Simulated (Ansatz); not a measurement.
# F₃GaH₃P: small, medium and large basis sets

How large a basis does F₃GaH₃P need? Two functionals are run in growing sets.

Computed with Ansatz 0.2.0, Gaussian basis. Level: one geometry, several basis sets.

The runs, in order: PBE0-D4/def2-SVP; ωB97M-V/def2-SVP; PBE0-D4/def2-QZVPP; ωB97M-V/def2-QZVPP; the functionals' def2-TZVPP values are taken from earlier runs.

## (1) Structure used throughout

An earlier PBE0-D4 in a triple-zeta def2 set relaxation fixed the geometry.

8 atoms, charge 0, spin multiplicity 1.

Atoms are counted from 1 here; the program's logs count them from 0.

Bond lengths: F1–P2 1.568 Å, P2–F3 1.602 Å, P2–F4 1.565 Å, Ga5–H6 1.567 Å, Ga5–H7 1.577 Å, Ga5–H8 1.565 Å. Angles: F1–P2–F3 96.1°, F1–P2–F4 97.8°, F3–P2–F4 96.8°, H6–Ga5–H7 119.0°, H6–Ga5–H8 121.5°, H7–Ga5–H8 119.2°.

## (2) PBE0-D4 in def2-SVP

The input, in.yaml:

```yaml
crystal:
  periodic: [false, false, false]
  atoms:
    - {symbol: F, position_ang: [1.794798, -1.369223, 2.048663]}
    - {symbol: P, position_ang: [1.506915, -0.259992, 0.979021]}
    - {symbol: F, position_ang: [-0.051271, -0.589180, 0.808950]}
    - {symbol: F, position_ang: [2.001281, -1.046041, -0.280792]}
    - {symbol: Ga, position_ang: [-1.310603, 0.790284, -0.865374]}
    - {symbol: H, position_ang: [-2.279965, 1.420187, 0.191961]}
    - {symbol: H, position_ang: [0.084124, 1.477260, -1.128993]}
    - {symbol: H, position_ang: [-1.745279, -0.423295, -1.753425]}
basis:
  gaussian: {orbitals: def2-SVP}
hamiltonian: {xc: pbe0, dispersion: d4}
output: {orbitals: {seedname: orbitals}}
```

The run is started by

```sh
ansatz run in.yaml --threads 4 --pin off --events-out ev --progress --plain --max-ram 10444MiB
```

After this run come: ωB97M-V in def2-SVP; PBE0-D4 in def2-QZVPP; ωB97M-V in def2-QZVPP.

**Question.** What will the summary of the whole plan be? Wanted: PBE0-D4: double and triple zeta above quadruple; ωB97M-V: double and triple zeta above quadruple.

The runs gave:

| quantity | value |
| --- | --- |
| PBE0-D4: double and triple zeta above quadruple | 22.81, 1.98 eV |
| ωB97M-V: double and triple zeta above quadruple | 22.94, 1.90 eV |

PBE0-D4 gains 20.83 eV from double to triple zeta, then 1.98 eV more. These are total energies; as a rule much of such shifts cancels in differences, which this series doesn't test.
